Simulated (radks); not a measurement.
**Se²⁺ in [Ar] 3d10 4s2 4p2: an all-electron calculation**

One table from this session's results is given with a row withheld; the runs are named, their logs left out.

Program: radks (a radial shooting solver on a logarithmic mesh, Libxc functionals) version 1. Level of theory: scalar-relativistic Kohn-Sham, PBE, spin-polarised, spherical densities, point nucleus; open shells are filled with parallel spins first. These are calculated values, not measurements, unless marked.

### What is computed

| Item | Value |
| --- | --- |
| element | selenium (Z = 34) |
| charge | +2 |
| electrons | 32 |
| configuration | [Ar] 3d10 4s2 4p2 |

Outer shells as boxes (Hund's rule):

Se²⁺
```
[Ar] core
3d [↑↓][↑↓][↑↓][↑↓][↑↓]
4s [↑↓]
4p [↑ ][↑ ][  ]
```

The first run:

Input:

```text
Z 34
configuration [Ar] 3d10 4s2 4p2
relativity scalar-relativistic
functional pbe,pbe
spin polarised
nucleus point
c 137.035999084
```

Command:

```sh
python run_ks.py task.json out
```

All runs below come from this command, one after another.

Steps of the session up to this table: Self-consistent calculation.

One of the session's tables, all rows but one given; the rest of the session is left out.

It belongs to the step «Shells». Sizes of the orbitals, from the radial functions (bohr):

```
  level      <r>  outermost maximum (interpolated)  90 % within  nodes
  1s up  0.04408                            0.0288       0.0788      0
1s down  0.04408                            0.0288       0.0788      0
  2s up   0.1959                             0.164        0.303      1
2s down   0.1959                             0.164        0.303      1
  2p up   0.1711                             0.132        0.279      0
2p down   0.1711                             0.132        0.279      0
  3s up   0.5740                             0.502        0.856      2
3s down   0.5738                             0.502        0.855      2
  3p up   0.5895                             0.500        0.902      1
3p down        ?                                 ?            ?      ?
  3d up   0.6299                             0.453         1.05      0
3d down   0.6269                             0.453         1.04      0
  4s up    1.692                              1.48         2.48      3
4s down    1.688                              1.46         2.49      3
  4p up    1.977                              1.70         2.94      2
4p down    1.997                              1.69         3.00      2
```

**Question.** Estimate the row for 3p down.

The run gave: <r>: 0.5891; outermost maximum (interpolated): 0.500; 90 % within: 0.901; nodes: 1. In the column «<r>» it lies between 3s up (0.5740) and 3p up (0.5895).

To keep in mind: Open shells are spherical and high-spin; term and fine-structure splittings are not resolved.
